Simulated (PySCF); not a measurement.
**GaSe: changing the method**

Aim: see what other levels and later steps give for GaSe.

Program: PySCF 2.14.0. Level of theory: each script names its method and basis. These are calculated values, not measurements.

9 further runs of the same task are left out: 9 that didn't finish.

## 1. Where the work starts

GaSe: 2 atoms, charge 0, spin multiplicity 2.

Bond lengths: Ga1–Se2 2.320 Å.

## 2. The run that the others are compared with

Contents of input.py:

```python
from pyscf import gto, scf, mcscf

mol = gto.M(
    atom='Ga 0 0 0; Se 0 0 2.32',
    basis='sbkjc',
    ecp={'Ga': 'sbkjc', 'Se': 'sbkjc'},
    charge=0,
    spin=1,
    symmetry=True,
    verbose=4,
)
mf = scf.ROHF(mol)
mf.kernel()
mc = mcscf.CASCI(mf, 8, 7)
mc.kernel()
mc.analyze()
mf.dip_moment()
print('orbital energies (hartree):', mf.mo_energy[..., max(0, mol.nelec[1]-3):mol.nelec[0]+3].round(4))
```

Command:

```console
OMP_NUM_THREADS=1 python input.py
```

## 3. CASSCF

Variant 1 changes step after the SCF: casci → casscf.

Edit input.py of step 2 so:

```diff
@@ -13,3 +13,3 @@
 mf.kernel()
-mc = mcscf.CASCI(mf, 8, 7)
+mc = mcscf.CASSCF(mf, 8, 7)
 mc.kernel()
```

## 4. Gradient

Variant 2 changes step after the SCF: casci → gradient.

Edit input.py of step 2 so:

```diff
@@ -1,2 +1,2 @@
-from pyscf import gto, scf, mcscf
+from pyscf import gto, scf
 
@@ -13,5 +13,3 @@
 mf.kernel()
-mc = mcscf.CASCI(mf, 8, 7)
-mc.kernel()
-mc.analyze()
+mf.nuc_grad_method().kernel()
 mf.dip_moment()
```

## 5. B3lyp (ROKS)

Variant 3 changes functional: none (Hartree–Fock) → b3lyp; SCF type: ROHF → ROKS; step after the SCF: casci → analyze.

Edit input.py of step 2 so:

```diff
@@ -1,2 +1,2 @@
-from pyscf import gto, scf, mcscf
+from pyscf import gto, dft
 
@@ -11,7 +11,5 @@
 )
-mf = scf.ROHF(mol)
+mf = dft.ROKS(mol, xc='b3lyp')
 mf.kernel()
-mc = mcscf.CASCI(mf, 8, 7)
-mc.kernel()
-mc.analyze()
+mf.mulliken_pop()
 mf.dip_moment()
```

## 6. MP2 (UHF)

Variant 4 changes step after the SCF: casci → mp2; SCF type: ROHF → UHF; frozen orbitals: none → 4.

Contents of input.py:

```python
from pyscf import gto, scf, mp

mol = gto.M(
    atom='Ga 0 0 0; Se 0 0 2.32',
    basis='sbkjc',
    ecp={'Ga': 'sbkjc', 'Se': 'sbkjc'},
    charge=0,
    spin=1,
    symmetry=True,
    verbose=4,
)
mf = scf.UHF(mol)
mf.kernel()
mp.MP2(mf, frozen=4).kernel()
mf.dip_moment()
print('orbital energies (hartree):', [e[max(0, n-3):n+3].round(4) for e, n in zip(mf.mo_energy, mol.nelec)])
```

## 7. CASSCF

Variant 5 changes step after the SCF: casci → casscf; active space: 7 electrons in 8 orbitals → 5 electrons in 6 orbitals.

Edit input.py of step 2 so:

```diff
@@ -13,3 +13,3 @@
 mf.kernel()
-mc = mcscf.CASCI(mf, 8, 7)
+mc = mcscf.CASSCF(mf, 6, 5)
 mc.kernel()
```

## 8. Active space 9 electrons in 8 orbitals

Variant 6 changes active space: 7 electrons in 8 orbitals → 9 electrons in 8 orbitals.

Edit input.py of step 2 so:

```diff
@@ -13,3 +13,3 @@
 mf.kernel()
-mc = mcscf.CASCI(mf, 8, 7)
+mc = mcscf.CASCI(mf, 8, 9)
 mc.kernel()
```

What does the calculation give? Wanted: for each run, E(SCF); from base; gap, α spin; SCF dipole; after the SCF.

The runs gave:

```tsv
run	E(SCF) (hartree)	from base (eV)	cycles	gap, α spin (eV)	SCF dipole (D)	after the SCF
base	-266.314495	0	15	n/a	4.60	CASCI correlation -0.963 eV
CASSCF	-266.314495	0.0000	15	n/a	4.60	CASSCF correlation -1.673 eV
gradient	-266.314495	0.0000	15	n/a	4.60	n/a
b3lyp (ROKS)	-267.729988	not comparable	18	n/a	3.67	n/a
MP2 (UHF)	-266.321829	-0.1996	17	9.92	4.63	MP2 correlation -7.369 eV, core frozen
CASSCF	-266.314495	0.0000	15	n/a	4.60	CASSCF correlation -0.751 eV
active space 9 electrons in 8 orbitals	-266.314495	0.0000	15	n/a	4.60	CASCI correlation -0.975 eV
```

In words: Total energies of different functionals can't be compared with each other; differences within one functional can. The dearest run is “CASSCF”, at 3.5 s against 1 s.
